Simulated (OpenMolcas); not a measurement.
# InHCl2O (SMILES [OH][In]([Cl])[Cl]): levels of theory compared

Wanted: a comparison of 6 runs (HF/3-21G, BLYP/def2-SVP, M06-2X/def2-SVP, PBE/def2-SVP, SVWN5/def2-SVP, TPSS/def2-SVP) of InHCl2O. 

Program for the calculation: OpenMolcas 26.06.

## Step 1: The system as given

The species is InHCl2O (5 atoms), meant as a singlet with charge 0. SMILES: `[OH][In]([Cl])[Cl]`. The shape is that of a PBE0-D4/def2-TZVP optimisation.

Bond lengths: O1–In2 1.961 Å, In2–Cl3 2.307 Å, In2–Cl4 2.290 Å, O1–H5 0.962 Å. Angles: O1–In2–Cl3 119.6°, O1–In2–Cl4 119.8°, Cl3–In2–Cl4 120.6°, In2–O1–H5 111.7°.

## Step 2: Energy and gradient at HF/3-21G (run 1)

File mol.input:

```
&gateway
baslib=$CurrDir
coord
5
angstrom
O       -0.347800       1.510200      -0.137200
In      -0.087900      -0.432900      -0.100800
Cl       1.722600      -1.320600       1.019900
Cl      -1.580600      -1.801600      -1.170600
H        0.343600       1.971200       0.347200
basis=3-21G
group=NoSym
&seward
&scf
thresholds=1e-10 1e-07 1e-07 1e-05
prorbitals=1 1
&alaska
```

The basis set 3-21G is read from a file made from the Basis Set Exchange's data (not shown).

Run with:

```
$ export MOLCAS_MEM=1860
$ pymolcas mol.input > mol.log
```

The program printed:

```text
--- Start Module: gateway ---
[...]
--- Stop Module: gateway /rc=_RC_ALL_IS_WELL_ ---
[...]
      Basis functions           68
[...]
--- Start Module: scf ---
[...]
       Convergence after  13 Iterations
[...]
::    Total SCF energy                              -6704.5070382799
[...]
      Total spin, S                                     0.0000000000
[...]
      Total electronic charge=   92.000000
      Total            charge=   -0.000000
[...]
      Dipole Moment (debye):
      Origin of the operator (angstrom)=   -0.0513   -0.6578   -0.0926
                   X=  1.0210E+00               Y=  2.1348E+00               Z=  8.2031E-01           Total=  2.5046E+00
      Quadrupole Moment (debye*angstrom):
[...]
--- Stop Module: scf /rc=_RC_ALL_IS_WELL_ ---
[...]
--- Start Module: alaska ---
[...]
 *              Molecular gradients               *
 **************************************************
  Irreducible representation: a
 ------------------------------------------------------------------------------------------
                              X                       Y                       Z
 ------------------------------------------------------------------------------------------
  O1               -5.39450145642029E-03    2.08532892349567E-02   -2.11018178280842E-03
  IN2               8.75411020048511E-03   -3.58005121756797E-02    3.27460139666370E-03
  CL3              -2.26455940081678E-02    1.07832222590574E-02   -1.40495031345793E-02
  CL4               2.02802707629814E-02    1.89312236133468E-02    1.45491888008102E-02
  H5               -9.94285498792991E-04   -1.47672229317259E-02   -1.66410528005967E-03
 ------------------------------------------------------------------------------------------
--- Stop Module: alaska /rc=_RC_ALL_IS_WELL_ ---
[...]
```

It took 6.6 s on 1 thread of AMD EPYC 7R43 (Zen 3), shared host; peak memory 0.41 GiB.

## Step 3: Energy and gradient at BLYP/def2-SVP (core potential) (run 2)

File mol.input:

```
* Cl2HInO Kohn-Sham DFT
>>> EXPORT MOLCAS_PRINT=2

&GATEWAY
  BASLIB=$CurrDir
  COORD
  5
  angstrom
  O       -0.347800       1.510200      -0.137200
  In      -0.087900      -0.432900      -0.100800
  Cl       1.722600      -1.320600       1.019900
  Cl      -1.580600      -1.801600      -1.170600
  H        0.343600       1.971200       0.347200
  BASIS=def2-SVP
  GROUP=NoSym

&SEWARD
  GRIDINPUT
  Grid=UltraFine
  End of Grid

&SCF
  KSDFT=BLYP
  THRESHOLDS=1e-10 1e-07 1e-07 1e-05
  PRORBITALS=1 2

&ALASKA
```

The basis set def2-SVP is read from a file made from the Basis Set Exchange's data (not shown).

Run with:

```
$ export MOLCAS_MEM=1860
$ pymolcas mol.input > mol.log
```

The program printed:

```text
--- Start Module: gateway ---
[...]
--- Stop Module: gateway /rc=_RC_ALL_IS_WELL_ ---
[...]
      Basis functions           81
[...]
--- Start Module: scf ---
[...]
       Convergence after  24 Iterations
[...]
::    Total KS-DFT energy                           -1186.0447651761
[...]
      Total spin, S                                     0.0000000000
[...]
      Total electronic charge=   64.000000
      Total            charge=   -0.000000
[...]
      Dipole Moment (debye):
      Origin of the operator (angstrom)=   -0.0513   -0.6578   -0.0926
                   X=  7.6387E-01               Y=  1.1133E+00               Z=  5.7915E-01           Total=  1.4691E+00
      Quadrupole Moment (debye*angstrom):
[...]
--- Stop Module: scf /rc=_RC_ALL_IS_WELL_ ---
[...]
--- Start Module: alaska ---
[...]
 *              Molecular gradients               *
 **************************************************
  Irreducible representation: a
 ------------------------------------------------------------------------------------------
                              X                       Y                       Z
 ------------------------------------------------------------------------------------------
  O1                1.63269352544049E-02   -1.49690043128352E-02    9.64419318059351E-03
  IN2              -1.85916048231949E-03    2.39311644071805E-03   -1.04579718992688E-03
  CL3              -1.57721067923582E-02    8.19188234333801E-03   -9.73888038027226E-03
  CL4               1.37008717154465E-02    1.21830487729646E-02    9.78811400037927E-03
  H5               -1.23965396951400E-02   -7.79904324418323E-03   -8.64762961082866E-03
 ------------------------------------------------------------------------------------------
--- Stop Module: alaska /rc=_RC_ALL_IS_WELL_ ---
[...]
```

Wall time 30 s (1 thread of AMD EPYC 7R43 (Zen 3), shared host); peak memory 0.45 GiB.

Runs 3 to 5 aren't shown in full; the table further down has their settings and results.

## Step 4: Energy and forces at TPSS/def2-SVP (core potential) (run 6)

File run.inp:

```
>>> EXPORT MOLCAS_PRINT=2

&gateway
 baslib
 $CurrDir
 basisset
 O.def2-SVP....
 O1 -0.347800 1.510200 -0.137200 angstrom
 End of Basis
 basisset
 In.def2-SVP....
 In2 -0.087900 -0.432900 -0.100800 angstrom
 End of Basis
 basisset
 Cl.def2-SVP....
 Cl3 1.722600 -1.320600 1.019900 angstrom
 Cl4 -1.580600 -1.801600 -1.170600 angstrom
 End of Basis
 basisset
 H.def2-SVP....
 H5 0.343600 1.971200 0.347200 angstrom
 End of Basis

&seward
 gridinput
 Grid=UltraFine
 End of Grid

&scf
 ksdft
 2
 1.0 MGGA_X_TPSS
 1.0 MGGA_C_TPSS
 thresholds
 1e-10 1e-07 1e-07 1e-05
 prorbitals
 1 1

&alaska
```

The basis set def2-SVP is read from a file made from the Basis Set Exchange's data (not shown).

Run with:

```
$ export MOLCAS_MEM=1860
$ pymolcas run.inp > run.log
```

The program printed:

```text
--- Start Module: gateway ---
[...]
--- Stop Module: gateway /rc=_RC_ALL_IS_WELL_ ---
[...]
      Basis functions           81
[...]
--- Start Module: scf ---
[...]
       Convergence after  19 Iterations
[...]
::    Total KS-DFT energy                           -1186.0872636812
[...]
      Total spin, S                                     0.0000000000
[...]
      Total electronic charge=   64.000000
      Total            charge=   -0.000000
[...]
      Dipole Moment (debye):
      Origin of the operator (angstrom)=   -0.0513   -0.6578   -0.0926
                   X=  7.5474E-01               Y=  1.2556E+00               Z=  5.8328E-01           Total=  1.5769E+00
      Quadrupole Moment (debye*angstrom):
[...]
--- Stop Module: scf /rc=_RC_ALL_IS_WELL_ ---
[...]
--- Start Module: alaska ---
[...]
 *              Molecular gradients               *
 **************************************************
  Irreducible representation: a
 ------------------------------------------------------------------------------------------
                              X                       Y                       Z
 ------------------------------------------------------------------------------------------
  O1                1.36066567818931E-02   -9.50300583238217E-03    8.23901996935872E-03
  IN2              -1.46462665197544E-03    1.06240683171155E-03   -8.73765520250369E-04
  CL3              -1.09971787509373E-02    5.90349177690541E-03   -6.77989329658324E-03
  CL4               9.61750790630944E-03    8.88098087837008E-03    6.89183125308190E-03
  H5               -1.07623592853798E-02   -6.34387365458888E-03   -7.47719240563871E-03
 ------------------------------------------------------------------------------------------
--- Stop Module: alaska /rc=_RC_ALL_IS_WELL_ ---
[...]
```

It took 32 s on 1 thread of AMD EPYC 7R43 (Zen 3), shared host; peak memory 0.45 GiB.

## Step 5: All runs side by side

| run | level | integration grid | energy (Eh) | dipole moment (D) | HOMO energy (eV) | LUMO energy (eV) | wall time |
| --- | --- | --- | --- | --- | --- | --- | --- |
| 1 | HF/3-21G | – | -6704.507038 | 2.50 | -12.60 | 0.56 | 6.6 s |
| 2 | BLYP/def2-SVP (core potential) | UltraFine | -1186.044765 | 1.47 | -7.11 | -3.13 | 30 s |
| 3 | M06-2X/def2-SVP (core potential) | UltraFine | -1185.998948 | 1.51 | -10.47 | -1.43 | 26 s |
| 4 | PBE/def2-SVP (core potential) | UltraFine | -1185.658686 | 1.52 | -7.30 | -3.24 | 31 s |
| 5 | SVWN5/def2-SVP (core potential) | UltraFine | -1182.297670 | 1.53 | -7.47 | -3.51 | 20 s |
| 6 | TPSS/def2-SVP (core potential) | UltraFine | -1186.087264 | 1.58 | -7.46 | -3.15 | 32 s |

## Step 6: Results

```
                       quantity           value
            run 6: total energy  -1186.08726 Eh
           run 6: dipole moment          1.58 D
             run 6: HOMO energy        -7.46 eV
             run 6: LUMO energy        -3.15 eV
           run 6: HOMO–LUMO gap         4.31 eV
run 6: largest force on an atom      0.953 eV/Å
```

What this shows: The dipole moment (its size) runs from 1.47 D (BLYP/def2-SVP) to 2.50 D (HF/3-21G). The two ends differ in method and basis and core potential. The HOMO–LUMO gap runs from 3.97 eV (SVWN5/def2-SVP) to 13.16 eV (HF/3-21G). Totals of different functionals can't be ranked against each other. Some runs of one species differ in core potentials or relativity; totals across that change don't compare. In run 1 relativity is left out where basis or elements ask for it. All runs together took 2.4 min, the longest 32 s.
